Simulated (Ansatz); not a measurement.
# CH₆NO₃Ta: up Jacob's ladder to CCSD(T)

One table from this session's results is given with a row withheld; the runs are named, their logs left out.

Program: Ansatz 0.2.0, Gaussian basis. Level of theory: functionals in def2-TZVPP, the program's frozen cores in correlated methods. These are calculated values, not measurements.

Plan: LDA (SPW92), PBE-D4, revPBE-D4, BLYP-D4, r2SCAN-D4, B97M-V, PBE0-D4, B3LYP-D4, r2SCANh-D4, r2SCAN0-D4, HSE06-D4, BHLYP-D4, CAM-B3LYP-D4, LC-ωPBE, ωB97X-V, ωB97M-V, B2PLYP, PBE-QIDH; CCSD(T)/def2-SVP; MP2/def2-TZVPP; MP2/def2-QZVPP; RPA on PBE.

## Structure used throughout

The geometry comes from an earlier relaxation with PBE0-D4 in a triple-zeta def2 set; it is a stationary point, not always the lowest conformer. Ta takes the def2 core potential; no spin-orbit term is included.

SMILES `C[N]=[Ta]([OH])([OH])[OH]`, 12 atoms, charge 0, spin multiplicity 1.

Atoms are counted from 1 here; the program's logs count them from 0.

Bond lengths: C1–N2 1.417 Å, C1–H7 1.096 Å, C1–H8 1.096 Å, C1–H9 1.096 Å, N2–Ta3 1.768 Å, Ta3–O4 1.918 Å, Ta3–O5 1.918 Å, Ta3–O6 1.918 Å, O4–H10 0.956 Å, O5–H11 0.956 Å, O6–H12 0.956 Å. Angles: N2–C1–H7 111.4°, N2–C1–H8 111.4°, N2–C1–H9 111.4°, H7–C1–H8 107.5°, H7–C1–H9 107.5°, H8–C1–H9 107.5°, C1–N2–Ta3 180.0°, N2–Ta3–O4 109.2°, N2–Ta3–O5 109.2°, N2–Ta3–O6 109.2°, O4–Ta3–O5 109.7°, O4–Ta3–O6 109.7°, O5–Ta3–O6 109.7°, Ta3–O4–H10 130.1°, Ta3–O5–H11 130.0°, Ta3–O6–H12 130.0°.

The first run:

File in.yaml:

```yaml
crystal:
  periodic: [false, false, false]
  atoms:
    - {symbol: C, position_ang: [-0.324778, -1.963672, 0.581530]}
    - {symbol: N, position_ang: [-0.097787, -0.622010, 0.185181]}
    - {symbol: Ta, position_ang: [0.185112, 1.051942, -0.309293]}
    - {symbol: O, position_ang: [1.929053, 1.191736, -1.094693]}
    - {symbol: O, position_ang: [-1.145668, 1.564252, -1.591587]}
    - {symbol: O, position_ang: [0.074502, 2.191388, 1.229260]}
    - {symbol: H, position_ang: [0.542672, -2.597886, 0.363427]}
    - {symbol: H, position_ang: [-1.187122, -2.395000, 0.059428]}
    - {symbol: H, position_ang: [-0.522313, -2.035335, 1.657687]}
    - {symbol: H, position_ang: [2.596271, 0.521595, -1.234737]}
    - {symbol: H, position_ang: [-1.873511, 1.063109, -1.956260]}
    - {symbol: H, position_ang: [-0.099434, 1.974678, 2.143955]}
basis:
  gaussian: {orbitals: def2-TZVPP}
hamiltonian: {xc: lda}
output: {orbitals: {seedname: orbitals}}
```

On the command line:

```
$ ansatz run in.yaml --threads 4 --pin off --events-out ev --progress --plain --max-ram 11315MiB
```

Steps of the session up to this table: LDA; PBE-D4 (GGA); revPBE-D4 (GGA); BLYP-D4 (GGA); r2SCAN-D4 (meta-GGA); B97M-V (meta-GGA); B3LYP-D4 (hybrid); r2SCANh-D4 (hybrid); r2SCAN0-D4 (hybrid); HSE06-D4 (hybrid); BHLYP-D4 (hybrid); CAM-B3LYP-D4 (range-separated); LC-ωPBE (range-separated); ωB97X-V (range-separated); ωB97M-V (range-separated); B2PLYP (double hybrid); PBE-QIDH (double hybrid).

One of the session's tables, all rows but one given; the rest of the session is left out.

It belongs to the step «Frontier levels by functional». 

```
  functional  HOMO (eV)  gap (eV)
 LDA (SPW92)      -5.98      5.02
      PBE-D4      -5.81      5.04
   revPBE-D4      -5.74      5.07
     BLYP-D4      -5.68      4.89
   r2SCAN-D4      -6.05      5.80
      B97M-V      -6.07      5.39
     PBE0-D4      -7.11      7.07
    B3LYP-D4      -6.88      6.52
  r2SCANh-D4      -6.54      6.50
  r2SCAN0-D4      -7.27      7.55
    HSE06-D4      -6.71      6.31
    BHLYP-D4          ?         ?
CAM-B3LYP-D4      -8.46      9.10
     LC-ωPBE      -9.80     11.65
     ωB97X-V      -9.45     11.09
     ωB97M-V      -9.37     10.57
```

**Question.** Estimate the row for BHLYP-D4.

Worked estimate for «HOMO (eV)». Against the share of exact exchange, BLYP-D4 (0, -5.68), B3LYP-D4 (0.2, -6.88) give a slope of -6.00 per unit share; at 0.5 the line stands at -8.68.

As computed: HOMO (eV): -8.28; gap (eV): 8.77. In «HOMO (eV)» the line misses by -0.40.
